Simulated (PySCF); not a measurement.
# The bond of GeCl, level by level

An exercise on one series of results from a longer session: the logs are not shown, and one member is left open.

The runs use PySCF 2.14.0; Ge def2-TZVPP, Cl def2-TZVPP, no relativity.

Set-up of the first run:

Settings of the job:

| Item | Value |
| --- | --- |
| atoms | Ge, Cl |
| charge | 0 |
| basis | Ge def2-TZVPP, Cl def2-TZVPP |
| Hamiltonian | no relativity |
| basis functions | 90 |
| electrons treated | 49 |
| masses in u | 73.9212, 34.9689 |
| levels | PBE0, PBE, r²SCAN, B2PLYP, M06-L, r²SCANh, MN15, ωB97X, HF, MP2, SCS-MP2, CCSD, CCSD(T) |
| grid | 80 radial by 434 angular points |
| occupations | held fixed by the projection of orbital angular momentum |
| dissociation limit | Ge + Cl, each in its ground configuration |
| starting distance in angstrom | 2.130 |
| values of 2S to try | 1, 3 |

On the command line:

```console
$ OMP_NUM_THREADS=1 python dia.py task.json out
```

Steps of the session up to this table: Input; PBE0 along the bond; Higher solutions at PBE0; PBE; r²SCAN (meta-GGA); B2PLYP; M06-L (meta-GGA); r²SCANh (hybrid meta-GGA); MN15 (hybrid meta-GGA); ωB97X; UHF; MP2 and coupled cluster.

One of the session's tables, all rows but one given; the rest of the session is left out.

It belongs to the step «The curves together». Energy (eV) from each level's lowest point:

| R (Å) | UHF | UHF-MP2 | UHF-SCS-MP2 | UHF-CCSD | UHF-CCSD(T) |
| --- | --- | --- | --- | --- | --- |
| 1.874 | 1.153 | 1.035 | 1.082 | n/a | n/a |
| 1.961 | 0.519 | 0.442 | 0.474 | 0.469 | 0.474 |
| 2.048 | ? | ? | ? | ? | ? |
| 2.114 | 0.043 | 0.022 | 0.031 | 0.029 | 0.031 |
| 2.179 | 0.000 | 0.000 | 0.000 | 0.000 | 0.000 |
| 2.244 | 0.020 | 0.040 | 0.032 | 0.034 | 0.032 |
| 2.332 | 0.119 | 0.165 | 0.145 | 0.151 | 0.146 |
| 2.441 | 0.319 | 0.397 | 0.364 | 0.373 | 0.367 |
| 2.571 | 0.625 | 0.738 | 0.692 | 0.705 | 0.695 |
| 2.745 | 1.080 | 1.237 | 1.175 | n/a | n/a |

Estimate the missing values for R (Å) = 2.048.

Worked estimate for «UHF». A straight line through the neighbours (1.961, 0.519) and (2.114, 0.043) gives 0.519 + (0.043 − 0.519) × (2.048 − 1.961) / (2.114 − 1.961) = 0.248; a parabola fitted to 4 rows on both sides gives 0.158.

**Answer.** UHF: 0.171; UHF-MP2: 0.127; UHF-SCS-MP2: 0.146; UHF-CCSD: 0.142; UHF-CCSD(T): 0.146. In «UHF» the line misses by +0.077 and the parabola by -0.013.
